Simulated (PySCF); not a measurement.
# CsSi+: from the state search to spectroscopic constants

An exercise on one series of results from a longer session: the logs are not shown, and one member is left open.

Program: PySCF 2.14.0. Level of theory: Cs def2-SVPD with ECP46, Si def2-SVPD, scalar-relativistic core potentials. These are calculated values, not measurements.

Set-up of the first run:

A driver script around PySCF takes these settings:

```json
{
 "atoms": "Cs, Si",
 "charge": "1",
 "basis": "Cs def2-SVPD with ECP46, Si def2-SVPD",
 "Hamiltonian": "scalar-relativistic core potentials",
 "basis functions": "51",
 "electrons treated": "22",
 "masses in u": "132.9054, 27.9769",
 "levels": "PBE0, PBE, r²SCAN, MN15, M06, BLYP, HF, MP2, SCS-MP2, CCSD, CCSD(T)",
 "grid": "80 radial by 434 angular points",
 "occupations": "held fixed by the projection of orbital angular momentum",
 "dissociation limit": "Cs+ + Si, each in its ground configuration",
 "starting distance in angstrom": "3.420",
 "values of 2S to try": "0, 2"
}
```

Command:

```console
OMP_NUM_THREADS=1 python dia.py task.json out
```

Among the steps run: Input; The PBE0 curve of the state that the search chose; Higher solutions at PBE0; PBE (GGA); r²SCAN; MN15; M06; BLYP; UHF; Correlated methods on the Hartree–Fock reference.

One of the session's tables, all rows but one given; the rest of the session is left out.

It belongs to the step «The curves together». Energy (eV) from each level's lowest point:

```
R (Å)    UHF  UHF-MP2  UHF-SCS-MP2  UHF-CCSD  UHF-CCSD(T)
3.506  0.209    0.155        0.163       n/a          n/a
3.669  0.108    0.071        0.077     0.072        0.071
3.832  0.049    0.025        0.029     0.026        0.025
3.955      ?        ?            ?         ?            ?
4.077  0.008    0.000        0.001     0.001        0.000
4.199  0.001    0.000        0.000     0.000        0.000
4.362  0.000    0.007        0.006     0.007        0.007
4.566  0.008    0.022        0.020     0.021        0.022
4.811  0.023    0.045        0.041     0.044        0.045
5.137  0.048    0.075        0.071       n/a          n/a
```

**Question.** Estimate the row for R (Å) = 3.955.

Worked estimate for «UHF». A straight line through the neighbours (3.832, 0.049) and (4.077, 0.008) gives 0.049 + (0.008 − 0.049) × (3.955 − 3.832) / (4.077 − 3.832) = 0.028; a parabola fitted to 4 rows on both sides gives 0.022.

The run gave: UHF: 0.023; UHF-MP2: 0.008; UHF-SCS-MP2: 0.010; UHF-CCSD: 0.008; UHF-CCSD(T): 0.008. In «UHF» the line misses by +0.005 and the parabola by -0.001.

The other levels ran on the lowest alone.

Caveats from the session: The bond is weak, and basis-set superposition, which was not computed, may be a sizeable part of it.
